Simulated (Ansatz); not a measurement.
**C2H7BrInN: a ladder of functionals and wavefunction methods**

Aim: compute C2H7BrInN with functionals from several rungs and with coupled cluster. The yardstick is the atomisation energy at the CCSD(T) limit.

Method: functionals in def2-TZVPP, the program's frozen cores in correlated methods; program: Ansatz 0.2.0, Gaussian basis.

Plan: LDA (SPW92), PBE-D4, revPBE-D4, BLYP-D4, r2SCAN-D4, B97M-V, PBE0-D4, B3LYP-D4, r2SCANh-D4, r2SCAN0-D4, HSE06-D4, BHLYP-D4, CAM-B3LYP-D4, LC-ωPBE, ωB97X-V, ωB97M-V, B2PLYP, PBE-QIDH; CCSD(T)/def2-SVP; CCSD(T)/def2-TZVPP; MP2/def2-QZVPP; extrapolation to the limit; RPA on PBE.

### Step 1. Structure used throughout

The geometry comes from an earlier relaxation with PBE0-D4 in a triple-zeta def2 set; it is a stationary point, not always the lowest conformer. In takes the def2 core potential; no spin-orbit term is included.

SMILES `C[N](C)[InH][Br]`, 12 atoms, charge 0, spin multiplicity 1.

Atoms are counted from 1 here; the program's logs count them from 0.

Bond lengths: C1–N2 1.440 Å, C1–H6 1.093 Å, C1–H7 1.101 Å, C1–H8 1.101 Å, N2–C3 1.439 Å, N2–In4 1.997 Å, C3–H9 1.091 Å, C3–H10 1.100 Å, C3–H11 1.100 Å, In4–Br5 2.478 Å, In4–H12 1.696 Å. Angles: N2–C1–H6 111.4°, N2–C1–H7 111.6°, N2–C1–H8 111.6°, H6–C1–H7 107.5°, H6–C1–H8 107.5°, H7–C1–H8 107.0°, C1–N2–C3 113.2°, C1–N2–In4 122.8°, C3–N2–In4 124.0°, N2–C3–H9 111.0°, N2–C3–H10 111.4°, N2–C3–H11 111.4°, H9–C3–H10 107.9°, H9–C3–H11 107.9°, H10–C3–H11 107.2°, N2–In4–Br5 110.7°, N2–In4–H12 128.0°, Br5–In4–H12 121.3°.

### Step 2. LDA

This LDA is Slater exchange with PW92 correlation.

Input file in.yaml:

```yaml
crystal:
  periodic: [false, false, false]
  atoms:
    - {symbol: C, position_ang: [-0.516948, -0.673005, 1.252256]}
    - {symbol: N, position_ang: [-0.042743, -0.040485, 0.049063]}
    - {symbol: C, position_ang: [1.188797, 0.680804, 0.234664]}
    - {symbol: In, position_ang: [-1.011900, -0.164030, -1.692963]}
    - {symbol: Br, position_ang: [0.197023, 1.084905, -3.458815]}
    - {symbol: H, position_ang: [-1.452066, -1.211679, 1.077729]}
    - {symbol: H, position_ang: [-0.702515, 0.061812, 2.050251]}
    - {symbol: H, position_ang: [0.213471, -1.396872, 1.644290]}
    - {symbol: H, position_ang: [1.514627, 1.144921, -0.697967]}
    - {symbol: H, position_ang: [1.994793, 0.016414, 0.580552]}
    - {symbol: H, position_ang: [1.078559, 1.476202, 0.986921]}
    - {symbol: H, position_ang: [-2.461100, -0.978967, -2.025972]}
basis:
  gaussian: {orbitals: def2-TZVPP}
hamiltonian: {xc: lda}
output: {orbitals: {seedname: orbitals}}
```

Started as:

```bash
$ ansatz run in.yaml --threads 2 --pin off --events-out ev --progress --plain --max-ram 32768MiB --backend cuda --devices 0, --max-vram 18GiB
```

After this run come: PBE-D4 (GGA); revPBE-D4 (GGA); BLYP-D4 (GGA); r2SCAN-D4 (meta-GGA); B97M-V (meta-GGA); B3LYP-D4 (hybrid); r2SCANh-D4 (hybrid); r2SCAN0-D4 (hybrid); HSE06-D4 (hybrid); BHLYP-D4 (hybrid); CAM-B3LYP-D4 (range-separated); LC-ωPBE (range-separated); ωB97X-V (range-separated); ωB97M-V (range-separated); B2PLYP (double hybrid); PBE-QIDH (double hybrid); CCSD(T) in def2-SVP; CCSD(T) in def2-TZVPP; MP2 in def2-QZVPP; RPA on PBE orbitals.

Before running them: what should the planned runs give, taken together? Wanted: atomisation energy, CCSD(T)/CBS; farthest beyond LDA; mean size of error, GGA; mean size of error, meta-GGA; mean size of error, hybrid; mean size of error, range-separated; mean size of error, double hybrid; gap, smallest and largest; T1 diagnostic.

As calculated:

| quantity | value |
| --- | --- |
| atomisation energy, CCSD(T)/CBS | 956.0 kcal/mol |
| functionals within 9.6 kcal/mol (1.0 %) | r2SCAN-D4, B97M-V, PBE0-D4, B3LYP-D4, r2SCANh-D4, HSE06-D4, CAM-B3LYP-D4, LC-ωPBE, ωB97X-V, ωB97M-V |
| farthest beyond LDA | BHLYP-D4 (-30.4 kcal/mol) |
| mean size of error, GGA | 11.9 kcal/mol |
| mean size of error, meta-GGA | 4.0 kcal/mol |
| mean size of error, hybrid | 11.4 kcal/mol |
| mean size of error, range-separated | 2.9 kcal/mol |
| mean size of error, double hybrid | 13.6 kcal/mol |
| gap, smallest and largest | 3.16 eV (LDA (SPW92)), 9.55 eV (LC-ωPBE) |
| T1 diagnostic | 0.0137 |
| triples share of the correlation energy | 3.6 % |

What this shows: The LDA atomisation energy is off by 134.7 kcal/mol (14 %): it overbinds. PBE-D4 is off by +11.3 kcal/mol. Double hybrids carry the basis error of their MP2 part in triple zeta, and no dispersion term here, so their miss is partly the set-up's. The rungs range-separated, meta-GGA miss on average by less than the doubt on the reference (9.6 kcal/mol), so they tie. Misses under about 9.6 kcal/mol are within the doubt on the reference itself, which lacks core-valence correlation, spin-orbit coupling and higher excitations, and its outer-core shells are covered unevenly. All levels share the lack of spin-orbit coupling, which lowers the free heavy atoms and so the true binding. Hartree-Fock recovers 71 % of the binding; the rest is correlation. CCSD(T) in def2-SVP is off by -54.5 kcal/mol, worse than the median functional, from the basis alone. The gap grows from 3.2 to 9.6 eV across the functionals, mostly with the share of exact exchange. Correlated methods include outer-core shells of Br, In, which these sets cover unevenly.
